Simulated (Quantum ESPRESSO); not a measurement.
Runs of Quantum ESPRESSO 7.5 on NbH4Pb4. The structure is cubic, space group F-43m (No. 216). The conventional cell has a = 8.915 Å, b = 8.915 Å, c = 8.915 Å, α = 90.00°, β = 90.00°, γ = 90.00°. Nb (site symmetry -43m) is surrounded by 4 H at 1.84 Å. H (site symmetry 3m) has 1 Nb at 1.84 Å as nearest neighbours. Pb (site symmetry 3m) is surrounded by 3 H at 2.22 Å. The cell was built by a generator and needn't be a form met in nature.

```csv
task,level,potentials or basis,cutoff (eV),smearing,dos occupations,form of the LDA correlation,diagonalization,other keys,gap on the mesh (eV),pressure (GPa),largest force (eV/Å)
projected density of states,PBE,GBRV 1.5 PBE,612,fermi-dirac 0.2 eV,tetrahedra_opt,-,-,-,none,11.7,(b)
single point,PBE+D3(BJ),JTH 2.0 LDA,544,fermi-dirac 0.136 eV,-,-,-,-,none,-,3.69
single point,PBE,SSSP 1.3 efficiency PBE,816,fermi-dirac 0.05 eV,-,-,-,-,none,(a),3.76
band structure,LDA,SSSP 1.3 efficiency PBE,816,fermi-dirac 0.025 eV,-,PZ81,rmm-paro,smearing = fermi-dirac; width = 0.025; diagonalization = rmm-paro,none,7.4,3.40
```

Alike in all rows: no spin polarisation; cell as given; k mesh 5 × 5 × 5.

**Question.** Fill in the values left out.

**Answer.** (a) 11.8; (b) 3.59.

Caveats: forces of over 1 eV/Å show positions far from the minimum, so gaps and moduli don't describe the material at rest (some runs); the potentials were made for another functional, which shifts forces and pressure (some runs); the cutoff is low for these files, which shifts pressure and relaxed volume (some runs); pairwise dispersion overbinds metals, which lowers pressure and volume (some runs); spin-orbit coupling is left out, which moves the levels of the heavy elements (some runs).

A k mesh can miss the band edges, and the runs leave out spin-orbit coupling on Nb, Pb.

A gap of «none» marks a metal or a gap under the smearing width.
